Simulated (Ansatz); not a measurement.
I need a geometry optimisation of C₃H₆OSi, SMILES OC1=C([SiH3])C1. Use the Python package of Ansatz (0.2.0). Settings: PBE0, def2-SVP basis, multiplicity 1, D4 dispersion.

```xyz
11

O     0.0424    2.2084   -0.9495
C     0.2859    1.0018   -0.7043
C     0.0095   -0.0662   -0.0370
Si   -0.6966   -1.0136    1.1225
C     1.1337   -0.0903   -1.0316
H    -0.7497    2.5214   -0.3886
H    -1.3682   -2.2186    0.5115
H     0.1834   -1.4917    2.1829
H    -1.8511   -0.2444    1.8381
H     2.1422   -0.0549   -0.6073
H     0.9339   -0.6088   -1.9160
```

`opt_c3h6osi.py`:
```python
"""Geometry optimisation of C3H6OSi."""

import ansatz
import numpy as np

mol = (
    ansatz.Crystal.molecule()
    .atom("O", (0.0424, 2.2084, -0.9495))
    .atom("C", (0.2859, 1.0018, -0.7043))
    .atom("C", (0.0095, -0.0662, -0.037))
    .atom("Si", (-0.6966, -1.0136, 1.1225))
    .atom("C", (1.1337, -0.0903, -1.0316))
    .atom("H", (-0.7497, 2.5214, -0.3886))
    .atom("H", (-1.3682, -2.2186, 0.5115))
    .atom("H", (0.1834, -1.4917, 2.1829))
    .atom("H", (-1.8511, -0.2444, 1.8381))
    .atom("H", (2.1422, -0.0549, -0.6073))
    .atom("H", (0.9339, -0.6088, -1.916))
)

calc = (
    mol.calculation()
    .basis(gaussian="def2-SVP")  # atom-centred Gaussian functions
    .functional("PBE0", dispersion="d4")
)
symbols = [site.symbol for site in mol.cartesian_sites]
start = np.array([site.position_ang for site in mol.cartesian_sites], dtype=float)
summary = calc.relax(force_tolerance=0.005, max_steps=100).run().report
end = np.array(summary["positions_ang"])

print("reference energy %16.6f eV" % summary["reference_energy_ev"])
print("total energy     %16.6f eV" % summary["free_energy_ev"])
print("occupied orbitals outside the frozen core (up, down):", summary["n_occupied"], " frozen:", summary["n_frozen"], " virtual:", summary["n_virtual"])

print("final positions (A) and the move of each atom")
for symbol, xyz, old in zip(symbols, end, start):
    print(f"{symbol:2s} {xyz[0]:10.5f} {xyz[1]:10.5f} {xyz[2]:10.5f}   {np.linalg.norm(xyz - old):7.4f}")

charges = summary["charge_distribution"]
print("dipole moment", round(4.803205 * float(np.linalg.norm(charges["dipole_moment_e_ang"])), 3), "D")
print("Mulliken:", [(s, round(q, 3)) for s, q in zip(symbols, charges["mulliken_charges_e"])])
with open("c3h6osi_opt.xyz", "w") as handle:
    handle.write(f"{len(symbols)}\nrelaxed C3H6OSi\n")
    handle.writelines(f"{s:2s} {x:11.6f} {y:11.6f} {z:11.6f}\n" for s, (x, y, z) in zip(symbols, end))
```

```console
$ python opt_c3h6osi.py
reference energy    -13115.212561 eV
total energy        -13115.393655 eV
occupied orbitals outside the frozen core (up, down): [23, 23]  frozen: 0  virtual: [81, 81]
final positions (A) and the move of each atom
O     0.01587    2.28990   -0.99147    0.0954
C     0.28249    1.03205   -0.69970    0.0308
C     0.04608   -0.05674   -0.01332    0.0446
Si   -0.81794   -1.08886    1.23175    0.1798
C     1.18262   -0.05080   -1.07145    0.0744
H    -0.71840    2.59087   -0.43843    0.0910
H    -1.43168   -2.29152    0.58884    0.1238
H     0.13673   -1.56435    2.28007    0.1300
H    -1.89839   -0.29155    1.89098    0.0852
H     2.23215   -0.03666   -0.73442    0.1568
H     1.03586   -0.58923   -2.02217    0.1485
dipole moment 1.486 D
Mulliken: [('O', -0.178), ('C', 0.108), ('C', -0.34), ('Si', 0.398), ('C', -0.084), ('H', 0.202), ('H', -0.071), ('H', -0.071), ('H', -0.086), ('H', 0.061), ('H', 0.061)]
```

`c3h6osi_opt.xyz`, as written:
```text
11
relaxed C3H6OSi
O     0.015867    2.289897   -0.991467
C     0.282491    1.032047   -0.699699
C     0.046082   -0.056739   -0.013322
Si   -0.817940   -1.088856    1.231755
C     1.182619   -0.050805   -1.071445
H    -0.718398    2.590869   -0.438425
H    -1.431682   -2.291523    0.588844
H     0.136729   -1.564347    2.280068
H    -1.898386   -0.291550    1.890977
H     2.232155   -0.036659   -0.734417
H     1.035863   -0.589234   -2.022168
```

Notes:
- Total energies depend on the basis set; only differences at equal settings carry meaning.
- The end point is the stationary point reached from this start; no frequency run checks that it is a minimum, and the basis set is modest.
- Total less reference energy is the dispersion correction.
- Run time: 46 s on 1 thread of Arm Neoverse V2, on a shared host, peak memory 0.29 GiB.

(Lines on the test bed's own set-up are left out of the output.)
